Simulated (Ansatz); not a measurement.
I need a single point from an input written key by key of C₂H₇NSn, SMILES C[N]1[CH2][SnH2]1. Use the Ansatz DFT code, driven from Python. Level of theory: wB97X, def2-SVP basis, multiplicity 1.

```
atom    x (Å)    y (Å)    z (Å)
   C  -0.8278   1.0633   0.0175
   N   0.4372   0.5743   0.3726
   C   0.3047  -0.6621   1.0584
  Sn   0.9925  -1.0351  -0.9286
   H  -1.5708   0.3217  -0.3960
   H  -1.3374   1.6116   0.8892
   H  -0.7200   1.8789  -0.7802
   H  -0.6539  -0.9635   1.3460
   H   1.1545  -0.7685   1.8592
   H   2.6244  -0.9328  -1.2878
   H  -0.3381  -1.1446  -2.1297
```

Script `deck_c2h7nsn.py`:
```python
'''Run C2H7NSn from an input written out key by key.'''

import ansatz as az
import numpy as np

DECK = '''
crystal:
  periodic: [false, false, false]
  atoms:
    - { symbol: C, position_ang: [-0.8278, 1.0633, 0.0175] }
    - { symbol: 'N', position_ang: [0.4372, 0.5743, 0.3726] }
    - { symbol: C, position_ang: [0.3047, -0.6621, 1.0584] }
    - { symbol: Sn, position_ang: [0.9925, -1.0351, -0.9286] }
    - { symbol: H, position_ang: [-1.5708, 0.3217, -0.396] }
    - { symbol: H, position_ang: [-1.3374, 1.6116, 0.8892] }
    - { symbol: H, position_ang: [-0.72, 1.8789, -0.7802] }
    - { symbol: H, position_ang: [-0.6539, -0.9635, 1.346] }
    - { symbol: H, position_ang: [1.1545, -0.7685, 1.8592] }
    - { symbol: H, position_ang: [2.6244, -0.9328, -1.2878] }
    - { symbol: H, position_ang: [-0.3381, -1.1446, -2.1297] }
basis:
  gaussian: { orbitals: def2-SVP }
hamiltonian:
  xc: { name: wB97X }
output:
  forces: true
'''

session = az.Session.from_yaml(DECK)
rep = session.plan(threads=1).execute().report

for key in ('converged', 'free_energy_ev', 'reference_energy_ev', 'n_frozen', 'n_occupied', 'n_virtual'):
    print(f'{key:22s} {rep[key]}')
symbols = ['C', 'N', 'C', 'Sn', 'H', 'H', 'H', 'H', 'H', 'H', 'H']
field = rep['mean_field']
print('<S^2> =', round(abs(field['state']['spin_squared']), 4), ' all-electron relativity setting:', field['relativity'])
print('passes:', field['passes'])
if 'symmetry' in field:
    print('occupied orbitals by irrep:', field['symmetry']['occupied'])

forces = np.array(rep['forces_ev_ang'])
print('largest force', round(float(np.linalg.norm(forces, axis=1).max()), 4), 'eV/A, rms', round(float(np.sqrt((forces ** 2).mean())), 4))
charges = rep['charge_distribution']
dipole = np.array(charges['dipole_moment_e_ang']) * 4.803205
print('dipole (D): {:.3f} {:.3f} {:.3f}, length {:.3f}'.format(*dipole, np.linalg.norm(dipole)))
print('atom  Mulliken   Lowdin')
for symbol, m, l in zip(symbols, charges['mulliken_charges_e'], charges['lowdin_charges_e']):
    print(f'{symbol:4s} {m:9.3f} {l:8.3f}')
```

```console
$ python deck_c2h7nsn.py
converged              True
free_energy_ev         -9503.819101626725
reference_energy_ev    -9503.819101626725
n_frozen               0
n_occupied             [24, 24]
n_virtual              [79, 79]
<S^2> = 0.0  all-electron relativity setting: none
passes: {'evaluations': 17, 'products': 15}
occupied orbitals by irrep: [{'A': 24}, {'A': 24}]
largest force 4.4855 eV/A, rms 1.2333
dipole (D): -0.188 -1.431 -0.758, length 1.630
atom  Mulliken   Lowdin
C        0.049   -0.001
N       -0.478   -0.074
C        0.012   -0.047
Sn       0.314    0.240
H        0.001   -0.013
H        0.028   -0.008
H        0.038    0.002
H        0.048   -0.016
H        0.093    0.030
H       -0.046   -0.061
H       -0.059   -0.050
```

What to keep in mind:
- Total energies depend on the basis set; only differences at equal settings carry meaning.
- The geometry is a force-field or estimated start, not a minimum of this method, and the basis set is short of its limit.
- def2 sets replace the cores of elements past krypton by effective core potentials.
- The Löwdin charges here are taken after orthogonalising the functions within each atom; they differ from plain Löwdin charges, and their signs can be unphysical.
- Timing: 14 s on 1 thread of Arm Neoverse V1 (shared host), peak memory 0.34 GiB.

(Lines on the test bed's own set-up are left out of the output.)
